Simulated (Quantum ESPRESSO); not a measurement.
Wanted: the native input for a Quantum ESPRESSO 7.5 run.

```yaml
Task: work function
Functional: PBE
Potentials_or_basis: PseudoDojo 0.4.1 SR PBE standard
Cutoff: 1088 eV
Density_cutoff: 4354 eV
k_mesh: 9 × 9 × 1
Occupations: gaussian, width 0.1 eV
Spin: no spin polarisation
Boundary_across_the_vacuum: none
Mixing_mode: local-TF
Mixing_beta: 0.3
Most_SCF_iterations: 150
SCF_threshold: 2e-09 Ry
```

Sheet: Sb, a sheet with vacuum.

```
Sb
1.0
     3.13334    0.00000    0.00000
     0.00000    3.13334    0.00000
     0.00000    0.00000   31.36000
Sb
2
Direct
  0.00000 0.00000 0.24201
  0.00000 0.00000 0.33197
```

The cell was built by a generator and needn't be a form met in nature.

One way to write it, as run:

pw.in

```
&CONTROL
  calculation = 'scf'
  prefix = 'pwscf'
  outdir = './tmp'
  pseudo_dir = './pseudo'
  tprnfor = .true.
  disk_io = 'low'
/
&SYSTEM
  ibrav = 0
  celldm(1) = 8
  nat = 2
  ntyp = 1
  ecutwfc = 80
  nbnd = 22
  occupations = 'smearing'
  smearing = 'gaussian'
  degauss = 0.00734986
/
&ELECTRONS
  conv_thr = 2d-09
  electron_maxstep = 150
  mixing_beta = 0.3
  mixing_mode = 'local-TF'
/
ATOMIC_SPECIES
Sb   121.7600 Sb.upf
CELL_PARAMETERS alat
  0.7401443069169   0.0000000000000   0.0000000000000
  0.0000000000000   0.7401443069169   0.0000000000000
  0.0000000000000   0.0000000000000   7.4077264085330
ATOMIC_POSITIONS crystal
Sb     0.0000000000    0.0000000000    0.2420100000
Sb     0.0000000000    0.0000000000    0.3319700000
K_POINTS automatic
9 9 1 0 0 0
```

pp_density.in

```
&INPUTPP
  prefix = 'pwscf'
  outdir = './tmp'
  filplot = 'density.dat'
  plot_num = 0
/
&PLOT
  nfile = 1
  filepp(1) = 'density.dat'
  iflag = 3
  output_format = 6
  fileout = 'density.cube'
/
```

pp_potential.in

```
&INPUTPP
  prefix = 'pwscf'
  outdir = './tmp'
  filplot = 'potential.dat'
  plot_num = 11
/
&PLOT
  nfile = 1
  filepp(1) = 'potential.dat'
  iflag = 3
  output_format = 6
  fileout = 'potential.cube'
/
```

pp_elf.in

```
&INPUTPP
  prefix = 'pwscf'
  outdir = './tmp'
  filplot = 'elf.dat'
  plot_num = 8
/
&PLOT
  nfile = 1
  filepp(1) = 'elf.dat'
  iflag = 3
  output_format = 6
  fileout = 'elf.cube'
/
```

Potentials or basis: PseudoDojo 0.4.1 SR PBE standard.

Command:

```bash
$ OMP_NUM_THREADS=1 mpirun -n 2 pw.x -nk 2 -in pw.in > pw.out
$ OMP_NUM_THREADS=1 mpirun -n 1 pp.x -in pp_density.in > pp_density.out
$ OMP_NUM_THREADS=1 mpirun -n 1 pp.x -in pp_potential.in > pp_potential.out
$ OMP_NUM_THREADS=1 mpirun -n 1 pp.x -in pp_elf.in > pp_elf.out
```

Results of the run:

```yaml
Largest_force: 0.064 eV/Å
Band_gap_on_the_k_mesh: none (metal or under the smearing width)
Work_function_of_the_upper_face: 3.70 eV
Work_function_of_the_lower_face: 3.70 eV
```

Run time: 2.4 min on 2 MPI ranks on Arm Neoverse V2 (shared host), peak memory 0.74 GiB a rank.
